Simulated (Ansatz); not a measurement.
**HF/STO-3G run of C3H2ClF (SMILES FC1=CC1Cl)**

Aim: the electronic atomisation energy of C3H2ClF at HF/STO-3G, from 5 runs. 

The results are computed with Ansatz 0.2.0.

70 further runs of the same task are left out: 70 set aside as unsound or not needed. Runs told in other sessions of the task aren't counted.

**1. The system as given**

C3H2ClF has 7 atoms, charge 0, and is taken as a singlet. As SMILES, `FC1=CC1Cl`. The coordinates come from a PBE0-D4/def2-TZVP relaxation.

Bond lengths: F1–C2 1.299 Å, C2–C3 1.288 Å, C2–C4 1.439 Å, C3–C4 1.503 Å, C4–Cl5 1.797 Å, C3–H6 1.075 Å, C4–H7 1.086 Å. Some angles: F1–C2–C3 149.0°, F1–C2–C4 144.3°, C3–C2–C4 66.6°, C2–C3–C4 61.5°, C2–C4–C3 51.9°, C2–C4–Cl5 120.4°, C3–C4–Cl5 119.9°, C2–C3–H6 154.3°, C4–C3–H6 144.1°, C2–C4–H7 124.6°.

**2. The energy at HF/STO-3G**

File run.yaml:

```yaml
crystal:
  periodic: [false, false, false]
  atoms:
    - {symbol: F, position_ang: [0.416000, -2.094500, -0.334400]}
    - {symbol: C, position_ang: [0.254800, -0.851400, 0.006900]}
    - {symbol: C, position_ang: [0.154700, 0.033300, 0.937200]}
    - {symbol: C, position_ang: [0.000700, 0.474100, -0.491600]}
    - {symbol: Cl, position_ang: [-1.623600, 0.912000, -1.122900]}
    - {symbol: H, position_ang: [0.123900, 0.365700, 1.959300]}
    - {symbol: H, position_ang: [0.734800, 1.092800, -1.000200]}
basis:
  gaussian: {orbitals: STO-3G}
accuracy: high
hamiltonian: {xc: hf}
output: {orbitals: {seedname: orbitals}}
magnetization: {spin_polarized: false, initial_magnetization: 0}
```

On the command line:

```console
$ ansatz run run.yaml --threads 1 --pin off --max-ram 2610MiB --events-out events.jsonl --progress --plain --runs-dir runs
```

The program printed:

```text
Warning: RAYON_NUM_THREADS=1 ignored (pool sized by the plan → 1); use --threads N
Functional definition: HF
  name "HF"
  exchange = exact_x
  correlation = 0
631 factors; integrals over basis functions are off by at most 4.0e-8 eV
mean field evaluation 1: about -18116.1510 eV, gradient 2.6e1 eV
mean field evaluation 2: about -18116.3390 eV, gradient 2.6e1 eV
mean field evaluation 4: about -18119.1198 eV, gradient 2.3e0 eV
mean field evaluation 8: about -18119.1481 eV, gradient 4.0e-4 eV
mean field -18119.14814794 eV, -665.8664128371 hartree, gradient 1.5e-8 eV, S^2 0.000000; 0 other end points of the search recorded, 0 dependent functions left out
reference -18119.14814794 eV, -665.8664128371 hartree; 23, 23 occupied and 8, 8 virtual orbitals, 631 factors
Total energy: -18119.14814794 eV, -665.8664128371 hartree
```

Wall time 0.2 s (1 thread of Intel Xeon 6975P-C (Granite Rapids), shared host).

**3. The C atom**

File run.yaml:

```yaml
crystal:
  periodic: [false, false, false]
  atoms:
    - {symbol: C, position_ang: [0.000000, 0.000000, 0.000000]}
basis:
  gaussian: {orbitals: STO-3G}
magnetization: {spin_polarized: true, initial_magnetization: 2}
hamiltonian: {xc: hf}
accuracy: high
```

Run the same way, it converges to -37.19839 Eh (log not shown).

**4. The Cl atom at the same level**

File input.yaml:

```yaml
basis:
  gaussian:
    orbitals: STO-3G
crystal:
  periodic: [false, false, false]
  atoms:
    - {symbol: Cl, position_ang: [0.000000, 0.000000, 0.000000]}
magnetization:
  spin_polarized: true
  initial_magnetization: 1
hamiltonian:
  xc: hf
accuracy: high
```

Run the same way, it converges to -454.54219 Eh (log not shown).

**5. The F atom**

File run.yaml:

```yaml
crystal:
  periodic: [false, false, false]
  atoms:
    - {symbol: F, position_ang: [0.000000, 0.000000, 0.000000]}
basis:
  gaussian: {orbitals: STO-3G}
magnetization: {spin_polarized: true, initial_magnetization: 1}
hamiltonian: {xc: hf}
accuracy: high
```

On the command line:

```console
$ ansatz run run.yaml --threads 1 --pin off --max-ram 2610MiB --events-out events.jsonl --progress --plain --runs-dir runs
```

The program printed:

```text
Warning: RAYON_NUM_THREADS=1 ignored (pool sized by the plan → 1); use --threads N
[... 4 set-up lines as earlier in the session ...]
15 factors; integrals over basis functions are off by at most 1.2e-9 eV
mean field evaluation 1: about -2666.3486 eV, gradient 1.8e-14 eV
mean field evaluation 2: about -2666.3486 eV, gradient 0.0e0 eV
mean field -2666.34863534 eV, -97.9865050328 hartree, gradient 0.0e0 eV, S^2 0.750000; 2 other end points of the search recorded, 0 dependent functions left out
reference -2666.34863534 eV, -97.9865050328 hartree; 5, 4 occupied and 0, 1 virtual orbitals, 15 factors
Total energy: -2666.34863534 eV, -97.9865050328 hartree
```

Run time: 0.02 s. Hardware: 1 thread of Intel Xeon 6975P-C (Granite Rapids), shared host.

**6. The H atom, same level**

File job.yaml:

```yaml
crystal:
  periodic: [false, false, false]
  atoms:
    - {symbol: H, position_ang: [0.000000, 0.000000, 0.000000]}
basis:
  gaussian: {orbitals: STO-3G}
magnetization: {spin_polarized: true, initial_magnetization: 1}
hamiltonian: {xc: hf}
accuracy: high
```

Run the same way, it converges to -0.46658 Eh (log not shown).

**7. What came out**

Level: HF/STO-3G.

| quantity | value |
| --- | --- |
| molecule: total energy | -665.86641 Eh |
| molecule: HOMO energy | -8.92 eV |
| molecule: LUMO energy | 7.74 eV |
| molecule: HOMO–LUMO gap | 16.66 eV |
| C atom: total energy | -37.19839 Eh |
| C atom: ⟨S²⟩ | 2.000 |
| Cl atom: total energy | -454.54219 Eh |
| Cl atom: ⟨S²⟩ | 0.750 |
| F atom: total energy | -97.98651 Eh |
| F atom: ⟨S²⟩ | 0.750 |
| H atom: total energy | -0.46658 Eh |
| H atom: ⟨S²⟩ | 0.750 |
| electronic atomisation energy | 22.024 eV |

What this shows: Taking the molecule apart into free atoms costs 22.02 eV (508 kcal/mol), before zero-point energy and without spin-orbit coupling. Hartree–Fock lacks the correlation of the bonding pairs, which as a rule makes this value much too low; in minimal bases other errors can mask that. In a minimal basis such a difference can be off by several eV, whatever the method.
